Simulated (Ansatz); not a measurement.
# GaH3: geometry and frequencies at several levels

An exercise on one series of results from a longer session: the logs are not shown, and one member is left open.

Method: the levels named in each step, in Ansatz 0.2.0.

**The structure to begin with**

Bond lengths: Ga1–H2 1.567 Å, Ga1–H3 1.567 Å, Ga1–H4 1.567 Å. Angles: H2–Ga1–H3 120.0°, H2–Ga1–H4 120.0°, H3–Ga1–H4 120.0°.

Structure file:

```xyz
4

Ga    0.0000    0.0000    0.0000
H     0.0014    1.5669   -0.0047
H     1.3563   -0.7846    0.0087
H    -1.3577   -0.7823   -0.0039
```

Set-up of the first run:

File input.yaml:

```yaml
crystal:
  periodic: [false, false, false]
  atoms:
    - { symbol: Ga, position_ang: [2.2e-06, 3.82e-06, 3.25e-06] }
    - { symbol: H, position_ang: [0.00135678, 1.56667725, -0.00473048] }
    - { symbol: H, position_ang: [1.35610206, -0.78447313, 0.00866772] }
    - { symbol: H, position_ang: [-1.35745104, -0.78216793, -0.00391048] }
basis:
  gaussian: { orbitals: def2-TZVPP }
hamiltonian:
  xc: pbe0
  dispersion: d4
phonons: {}
```

On the command line:

```console
$ ansatz run input.yaml --threads 2 --pin off --max-ram 5120MiB --backend cpu --events-out ev --progress --plain --runs-dir out
```

Steps of the session up to this table: Frequencies, PBE0-D4/def2-TZVPP; Relaxation, PBE-D4/def2-TZVPP; Frequencies, PBE-D4/def2-TZVPP; Relaxation, r2SCAN-D4/def2-TZVPP; Frequencies, r2SCAN-D4/def2-TZVPP; Relaxation, B3LYP-D4/def2-TZVPP; Frequencies, B3LYP-D4/def2-TZVPP; Relaxation, B2PLYP/def2-TZVPP; Frequencies, B2PLYP/def2-TZVPP.

One table of the session follows, with a row left open; its other results are not shown here.

It belongs to the step «Geometries side by side». 

```
               level  Ga1–H2 (Å)  Ga1–H3 (Å)  highest frequency (cm⁻¹)
  PBE0-D4/def2-TZVPP      1.5667      1.5667                      1967
   PBE-D4/def2-TZVPP      1.5748      1.5748                      1911
r2SCAN-D4/def2-TZVPP           ?           ?                         ?
 B3LYP-D4/def2-TZVPP      1.5675      1.5675                      1953
   B2PLYP/def2-TZVPP      1.5603      1.5603                      1995
```

**Question.** Estimate the row for r2SCAN-D4/def2-TZVPP.

As computed: Ga1–H2 (Å): 1.5590; Ga1–H3 (Å): 1.5590; highest frequency (cm⁻¹): 1977. In the column «Ga1–H2 (Å)» it is the lowest.
